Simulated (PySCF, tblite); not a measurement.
**C3H15N3Si3: geometry, infrared bands and NMR shifts**

What infrared bands and NMR shifts should C3H15N3Si3 (`C=C(C)[SiH2]N([SiH3])[SiH](N)N`) show?

The runs use tblite 0.8.0 and PySCF 2.14.0, with density-fitted response routines of our own; the level of theory stands in each step. All values are computed, except where a source is named. Atoms count from 0, in the outputs and in this text.

## 1. Starting geometry

24 atoms, charge 0, multiplicity 1; geometry from: force field or distance geometry start.

Bonds of the start (Å): C0–C1 1.34, C1–C2 1.49, C1–Si3 1.84, Si3–N4 1.77, N4–Si5 1.79, N4–Si6 1.79, Si6–N7 1.78, Si6–N8 1.79, C0–H9 1.08, C0–H10 1.09, C2–H11 1.09, C2–H12 1.11, C2–H13 1.11, Si3–H14 1.44, Si3–H15 1.50, Si5–H16 1.47, Si5–H17 1.47, Si5–H18 1.47, Si6–H19 1.50, N7–H20 1.04, N7–H21 1.07, N8–H22 1.03, N8–H23 1.03.

## 2. Relaxing the molecule with GFN2-xTB

Job settings and geometry (Å):

```
{"job": {"kind": "relax", "xc": "GFN2-xTB", "basis": "xTB"}, "charge": 0, "multiplicity": 1}
C      3.206200    -1.309800    -0.669900
C      2.382500    -0.351000    -0.219900
C      2.864800     0.816500     0.567900
Si     0.589000    -0.551700    -0.595300
N     -0.483000     0.261900     0.557700
Si    -0.735200     1.970700     0.071600
Si    -2.059300    -0.588700     0.497700
N     -3.399700     0.554100     0.214800
N     -1.978900    -1.835100    -0.790500
H      4.270300    -1.300300    -0.507800
H      2.785700    -2.143400    -1.231500
H      3.508500     0.451200     1.370700
H      3.505500     1.420600    -0.103000
H      2.037600     1.462500     0.931700
H      0.258300    -0.189400    -1.952500
H      0.324900    -2.014400    -0.407900
H      0.061500     2.304500    -1.113100
H     -0.309600     2.905000     1.124300
H     -2.157900     2.279300    -0.161000
H     -2.276500    -1.332500     1.779600
H     -3.670400     0.977400     1.125800
H     -4.192100    -0.035400    -0.185400
H     -2.908400    -2.251100    -0.930700
H     -1.635500    -1.481200    -1.698900
```

The run is started by

```
> OMP_NUM_THREADS=1 python probes_run.py task.json out
```

One launch serves the whole session: the jobs run in the order shown.

**Question.** This job is followed by: GFN2-xTB harmonic vibrations, gas phase; GIAO PBE0/pcSseg-1 NMR shielding, non-relativistic, gas phase. Predict these results of the whole session: strongest single infrared mode (GFN2-xTB); zero-point energy (GFN2-xTB); 13C shifts against TMS (PBE0/pcSseg-1); 1H shifts against TMS (PBE0/pcSseg-1, means over atoms taken as alike); 29Si shifts against TMS (PBE0/pcSseg-1); 15N shifts against NH3 (PBE0/pcSseg-1, means over atoms taken as alike).

The runs gave:

| quantity | value |
| --- | --- |
| strongest single infrared mode (GFN2-xTB) | 972 cm⁻¹, 764 km/mol |
| zero-point energy (GFN2-xTB) | 110.3 kcal/mol |
| 13C shifts against TMS (PBE0/pcSseg-1) | 153.0, 132.3, 29.3 ppm |
| 1H shifts against TMS (PBE0/pcSseg-1, means over atoms taken as alike) | 6.16, 5.39, 5.22, 4.92, 4.85, 2.05, 0.69 ppm |
| 29Si shifts against TMS (PBE0/pcSseg-1) | -32.1, -42.9, -57.0 ppm |
| 15N shifts against NH3 (PBE0/pcSseg-1, means over atoms taken as alike) | 25.7, 24.0 ppm |

Relaxing lowered the energy by 1.392 eV in 214 steps; the close pair that moved most is Si6–N8, from 1.794 to 1.725 Å. The lowest mode is imaginary (20i cm⁻¹), so the xTB geometry is not a minimum. The strongest single mode, at 972 cm⁻¹, moves mainly N4. GFN2-xTB is a fitted tight-binding method: band positions and strengths are rough. Its intensities can rank the bands wrongly. The most deshielded carbon is C1 (fully substituted alkene carbon), at 153.0 ppm: an sp2 carbon of a C=C bond. At PBE0/pcSseg-1: The largest span, 249 ppm, is at C1, where the paramagnetic term is -231 ppm.
